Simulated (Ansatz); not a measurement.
# NaI: the cost of one run

Program: Ansatz 0.2.0. Level of theory: DFT r²SCAN, frozen-core PAW and all-electron LAPW, scalar-relativistic unless said. These are calculated values, not measurements.

### Step 1. The structure to begin with

The structure is cubic, space group Fm-3m (No. 225). The conventional cell has a = 6.473 Å, b = 6.473 Å, c = 6.473 Å, α = 90.00°, β = 90.00°, γ = 90.00°. Na (site symmetry m-3m) has 6 I at 3.24 Å as nearest neighbours. Around I (site symmetry m-3m) lie 6 Na at 3.24 Å.

Structure file:

```
Na I
1.0
     0.00000    3.23640    3.23640
     3.23640    0.00000    3.23640
     3.23640    3.23640    0.00000
Na I
1 1
Direct
  0.00000 0.00000 0.00000
  0.50000 0.50000 0.50000
```

Cartesian axes are those of the input's lattice vectors. The structure goes back to a database entry.

### Step 2. Cell and atoms relaxed, PAW

File input.yaml:

```yaml
crystal:
  lattice:
    - [0.0, 3.2364, 3.2364]
    - [3.2364, 0.0, 3.2364]
    - [3.2364, 3.2364, 0.0]
  atoms:
    - { symbol: Na, position: [0.0, 0.0, 0.0] }
    - { symbol: I, position: [0.5, 0.5, 0.5] }
kpoints:
  mp_grid: { grid: [12, 12, 12] }
scf:
  occupations: { method: fermi_dirac, width: 0.05 }
hamiltonian:
  xc: r2scan
  pseudopotentials: { kind: paw }
relax:
  f_tol: 0.002
  max_steps: 80
  cell: {}
output:
  forces: true
  stress: true
```

The run is started by

```
$ ansatz run input.yaml --threads 1 --pin off --max-ram 1228MiB --backend cpu --events-out ev --progress --plain --runs-dir out
```

What time and memory should one allow on 1 thread of AMD EPYC 7R43 (Zen 3), shared host?

About 19 s, with a peak of 0.67 GiB.
